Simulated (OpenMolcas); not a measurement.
# Pd³⁺ among point charges: CASSCF levels and susceptibility

How does a field of 6 point charges split the states of Pd³⁺, and what χT follows?

Method: state-averaged CASSCF, spin-orbit coupling by RASSI with atomic mean-field integrals. Code: OpenMolcas 26.06.

1 further run of the same task is left out (it didn't finish).

### 1 The atom as given

| Item | Value |
| --- | --- |
| Species | Pd³⁺ (palladium, Z = 46, 43 electrons) |
| Basis | ANO-RCC-VDZP [6s5p3d1f], 43 functions |
| Scalar Hamiltonian | DKH2, point nucleus |
| Inactive shells | 1s 2s 2p 3s 3p 3d 4s 4p |
| Active space | 7 electrons in 5 orbitals (4d) |
| Some configurations of this space | 4d7 |
| Orbitals | optimised for each spin and parity, averaged over all roots |

Outer shells as boxes (Hund's rule):

4d7
```
4d [↑↓][↑↓][↑ ][↑ ][↑ ]
```

The ion sits among 6 point charges of -1.7 e arranged as a tetragonal octahedron (D4h), 1.7 Å from the ion, with the axial distance 2.040 Å. The active orbitals were held to one l.

The work runs as a chain of OpenMolcas steps in one folder; each step below is one input file. Labels, J, g values, rates, χT and fits are worked out afterwards by a script from the matrices that RASSI stores. The input lists half of the charges; inversion (Group=XYZ) makes the rest.

### 2 One- and two-electron integrals

a.inp

```
&GATEWAY
Coord
1

Pd 0.0 0.0 0.0
Basis=ANO-RCC-VDZP
Group=XYZ
NoMove
AngMom=0.0 0.0 0.0
AMFI
XField
3 Angstrom 0
1.700000 0.000000 0.000000 -1.700000
0.000000 1.700000 0.000000 -1.700000
0.000000 0.000000 2.040000 -1.700000
&SEWARD
```

Launch:

```sh
OMP_NUM_THREADS=1 MOLCAS_MEM=1689 MOLCAS_PROJECT=a pymolcas a.inp > a.log
```

### 3 Reference wave functions, quartets of even parity, 10 roots

a.inp

```
&RASSCF
FileOrb=start.orb
Symmetry=1
Spin=4
nActEl=7 0 0
Inactive=9 9
Ras2=5 0
CIRoot=10 10 1
SDav=10
CIMx=300
Iter=120 100
PrWF=0.3
OrbListing=Nothing
MaxOrb=0
SupSym
1
15 4 5 6 7 8 10 11 12 13 14 17 18 19 20 21
0
>>> COPY $Project.JobIph JOB001
```

start.orb holds the contracted functions of the basis, ordered by shell, or the orbitals of the step before.

### 4 Reference wave functions, doublets of even parity, 40 roots

a.inp

```
&RASSCF
FileOrb=start.orb
Symmetry=1
Spin=2
nActEl=7 0 0
Inactive=9 9
Ras2=5 0
CIRoot=40 40 1
SDav=40
CIMx=300
Iter=120 100
PrWF=0.3
OrbListing=Nothing
MaxOrb=0
SupSym
1
15 4 5 6 7 8 10 11 12 13 14 17 18 19 20 21
0
>>> COPY $Project.JobIph JOB002
```

### 5 RASSI: spin-orbit coupling between the states

a.inp

```
&RASSI
NrOfJobIphs=2 10 40
1 2 3 4 5 6 7 8 9 10
1 2 3 4 5 6 7 8 9 10 11 12 13 14 15 16 17 18 19 20 21 22 23 24 25 26 27
28 29 30 31 32 33 34 35 36 37 38 39 40
IphNames
JOB001
JOB002
EJob
SpinOrbit
DIPRint=1.0
SOCoupling=1000.0
Subsets=2
Property=9
'ANGMOM' 1 'ANGMOM' 2 'ANGMOM' 3 'MLTPL  1' 1 'MLTPL  1' 2 'MLTPL  1' 3
'AMFI' 1 'AMFI' 2 'AMFI' 3
SOProperty=3
'ANGMOM' 1 'ANGMOM' 2 'ANGMOM' 3
```

Before running it: what results should come out? Wanted: spin-free ground state; first state of the same spin within the active space; lowest level; next level.

**Answer**, as computed:

```
                                            quantity                              value
                                              method                             CASSCF
                              spin-free ground state    4A2, 1-fold in its orbital part
first state of the same spin within the active space                    4E at 4280 cm⁻¹
                                        lowest level  2-fold E1/2, g = 1.90, 5.40, 5.40
                                          next level                         707.2 cm⁻¹
                                         χT at 300 K                     2.76 cm³ K/mol
                           effective moment at 300 K                            4.70 μB
```

What this shows: The spin-free ground state (4A2) comes to 91 % from free-ion F terms and keeps the highest spin of the shell. χT at 300 K is 2.76, against 1.88 cm³ K/mol for the spin alone, so orbital moment adds to it. An active space of the d shell alone favours high spin; real ions in strong fields can be low spin. The field of point charges can differ much from that of real complexes. With metal d orbitals alone active, the gaps between spin states are rough; where two lie within a few thousand cm-1, their order is open. This is an electrostatic model: the charges have no orbitals.
